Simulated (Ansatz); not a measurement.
Runs of Ansatz 0.2.0 on NbAs. The cell holds a sheet with vacuum, 2 atoms: a = 3.612 Å, b = 3.612 Å, c = 23.800 Å, α = 90.00°, β = 90.00°, γ = 90.00°. The cell was built by a generator and needn't be a form met in nature.

```csv
task,level,cutoff (eV),basis error allowed,gap on the mesh (eV),work function (eV)
single point,PBE,277,0.001 eV/atom,none,-
projected density of states,PBE,256,0.002 eV/atom,-,4.40
work function,LDA,256,0.002 eV/atom,none,(a)
work function,PBE,256,0.002 eV/atom,none,4.40
work function,PBEsol,256,0.002 eV/atom,none,4.50
```

Alike in all rows: potentials or basis all-electron LAPW, scalar-relativistic; no spin polarisation; cell as given; k mesh 7 × 7 × 1; smearing fermi-dirac 0.05 eV.

Problem. Estimate the missing entries.

Solution. (a) 4.70.

A k mesh can miss the band edges, and the runs leave out spin-orbit coupling on As, Nb.

A gap of «none» marks a metal or a gap under the smearing width.

The runs don't all hold the same shells in valence.
